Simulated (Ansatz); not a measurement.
# CHGa+ (doublet): from Hartree-Fock to the top rungs, cc-pVTZ

Aim: climb from Hartree-Fock through coupled cluster for CHGa+ (doublet) at one geometry and basis, and see what each rung misses.

The runs use Ansatz 0.2.0, Gaussian basis; cc-pVTZ, core rule «outside noble gas», up to 15 orbitals frozen.

Plan: UHF; CCSD(T) on ROHF; CCSD(T) on UHF; BCCD(T) on ROHF; CCSDT(Q) on ROHF; CCSDT(Q) on UHF.

7 further runs of the same task are left out: 4 for a known fault of the program, 3 set aside as unsound or not needed.

## (1) What is computed

The geometry is a PBE0/def2-TZVP stationary point (not a proven minimum) of the parent state, kept for this charge and spin. No spin-orbit coupling is included. The filled d shell of Ga may be among the frozen orbitals whatever the setting's name suggests; the logs give the count.

3 atoms, charge 1, spin multiplicity 2.

Atoms are counted from 1 here; the program's logs count them from 0.

Bond lengths: C1–Ga2 1.902 Å, Ga2–H3 1.572 Å. Angles: C1–Ga2–H3 180.0°.

## (2) UHF

File in.yaml:

```yaml
crystal:
  periodic: [false, false, false]
  atoms:
    - {symbol: C, position_ang: [0.000000, 0.000000, 1.791800]}
    - {symbol: Ga, position_ang: [0.000000, 0.000000, -0.109800]}
    - {symbol: H, position_ang: [0.000000, 0.000000, -1.682000]}
basis:
  gaussian: {orbitals: cc-pVTZ}
total_charge: 1
magnetization: {spin_polarized: true, initial_magnetization: 1}
hamiltonian: {xc: hf}
output: {orbitals: {seedname: orbitals}}
```

Command:

```
> ansatz run in.yaml --threads 1 --pin off --events-out ev --progress --plain --max-ram 2816MiB --backend cpu
```

The runs that follow: CCSD(T) on ROHF; CCSD(T) on UHF; BCCD(T) on ROHF; CCSDT(Q) on ROHF; CCSDT(Q) on UHF.

Q: Predict the results of all the runs planned. Wanted: RCCSDT(Q) below the RHF energy; RMP2 from RCCSDT(Q); UMP2 from RCCSDT(Q); RCCSD from RCCSDT(Q); RCCSD(T) from RCCSDT(Q); UCCSD(T) from RCCSDT(Q); UCCSDT(Q) from RCCSDT(Q); T1 diagnostic.

As calculated:

| quantity | value |
| --- | --- |
| RCCSDT(Q) below the RHF energy | -4.9524 eV |
| RMP2 from RCCSDT(Q) | +1131.3 meV |
| UMP2 from RCCSDT(Q) | +1023.9 meV |
| RCCSD from RCCSDT(Q) | +214.8 meV |
| RCCSD(T) from RCCSDT(Q) | +46.6 meV |
| UCCSD(T) from RCCSDT(Q) | -108.8 meV |
| UCCSDT(Q) from RCCSDT(Q) | +0.9 meV |
| levels within 1 kcal/mol (43 meV) | RCCSDT, UCCSDT, UCCSDT(Q) |
| T1 diagnostic | 0.021 |

**Reading.** RCCSD(T) misses by +46.6 meV, 0.9 % of the correlation energy. CCSD(T) misses by +46.6 meV on the restricted determinant and by -108.8 meV on the unrestricted one; the two need not hold the same state or core. These misses are within one basis, not against nature; the frozen cores of restricted and unrestricted runs differ, which can shift their rows.
